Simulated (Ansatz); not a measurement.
# C₂H₇FGaNS: a ladder of functionals and wavefunction methods

The task here is to estimate one member of a computed series from the others.

Program: Ansatz 0.2.0, Gaussian basis. Level of theory: functionals in def2-TZVPP, the program's frozen cores in correlated methods. These are calculated values, not measurements.

Levels to be run: PBE-D4, r2SCAN-D4, PBE0-D4, B3LYP-D4, ωB97X-V, ωB97M-V, B2PLYP; CCSD(T)/def2-TZVPP; MP2/def2-QZVPP; extrapolation to the limit.

## The geometry

An earlier PBE0-D4 in a triple-zeta def2 set relaxation fixed the geometry.

SMILES `C[N](C)[Ga]([F])[SH]`, 13 atoms, charge 0, spin multiplicity 1.

Atoms are counted from 1 here; the program's logs count them from 0.

Bond lengths: C1–N2 1.442 Å, C1–H7 1.099 Å, C1–H8 1.099 Å, C1–H9 1.091 Å, N2–C3 1.440 Å, N2–Ga4 1.800 Å, C3–H10 1.099 Å, C3–H11 1.093 Å, C3–H12 1.099 Å, Ga4–F5 1.757 Å, Ga4–S6 2.183 Å, S6–H13 1.344 Å. Angles: N2–C1–H7 111.3°, N2–C1–H8 111.3°, N2–C1–H9 110.7°, H7–C1–H8 107.4°, H7–C1–H9 108.0°, H8–C1–H9 108.0°, C1–N2–C3 114.3°, C1–N2–Ga4 122.5°, C3–N2–Ga4 123.2°, N2–C3–H10 111.5°, N2–C3–H11 111.1°, N2–C3–H12 111.5°, H10–C3–H11 107.6°, H10–C3–H12 107.4°, H11–C3–H12 107.6°, N2–Ga4–F5 116.3°, N2–Ga4–S6 126.1°, F5–Ga4–S6 117.6° and more.

Set-up of the first run:

File in.yaml:

```yaml
crystal:
  periodic: [false, false, false]
  atoms:
    - {symbol: C, position_ang: [0.958188, 0.320711, -1.367505]}
    - {symbol: N, position_ang: [0.230555, -0.116429, -0.201958]}
    - {symbol: C, position_ang: [0.574888, -1.439651, 0.248796]}
    - {symbol: Ga, position_ang: [-1.001475, 0.913328, 0.611439]}
    - {symbol: F, position_ang: [-1.277265, 2.498624, -0.093405]}
    - {symbol: S, position_ang: [-2.168932, 0.371930, 2.375267]}
    - {symbol: H, position_ang: [2.040984, 0.335581, -1.180007]}
    - {symbol: H, position_ang: [0.781247, -0.346894, -2.222391]}
    - {symbol: H, position_ang: [0.652893, 1.327370, -1.657642]}
    - {symbol: H, position_ang: [1.638979, -1.509633, 0.514850]}
    - {symbol: H, position_ang: [-0.005035, -1.718534, 1.131824]}
    - {symbol: H, position_ang: [0.379757, -2.192509, -0.527797]}
    - {symbol: H, position_ang: [-2.804794, 1.556106, 2.368538]}
basis:
  gaussian: {orbitals: def2-TZVPP}
hamiltonian: {xc: pbe, dispersion: d4}
output: {forces: true, orbitals: {seedname: orbitals}}
```

The run is started by

```
> ansatz run in.yaml --threads 2 --pin off --events-out ev --progress --plain --max-ram 32768MiB --backend cuda --devices 0, --max-vram 18GiB
```

Among the steps run: PBE-D4 (GGA); r2SCAN-D4 (meta-GGA); PBE0-D4 (hybrid); B3LYP-D4 (hybrid); ωB97X-V (range-separated); ωB97M-V (range-separated); B2PLYP (double hybrid); CCSD(T) in def2-TZVPP; MP2 in def2-QZVPP.

One of the session's tables, all rows but one given; the rest of the session is left out.

| method | atomisation energy (eV) |
| --- | --- |
| PBE-D4 | 48.958 |
| r2SCAN-D4 | 48.117 |
| PBE0-D4 | 48.061 |
| B3LYP-D4 | 47.869 |
| ωB97X-V | 48.258 |
| ωB97M-V | 48.091 |
| B2PLYP | 47.460 |
| HF/def2-TZVPP | 34.274 |
| MP2/def2-TZVPP | 47.777 |
| CCSD/def2-TZVPP | 46.171 |
| CCSD(T)/def2-TZVPP | ? |
| MP2/CBS | 48.972 |
| CCSD(T)/CBS | 48.129 |

**Question.** Estimate the row for CCSD(T)/def2-TZVPP.

**Answer.** atomisation energy (eV): 46.934. In the column «atomisation energy (eV)» it lies between CCSD/def2-TZVPP (46.171) and B2PLYP (47.460).
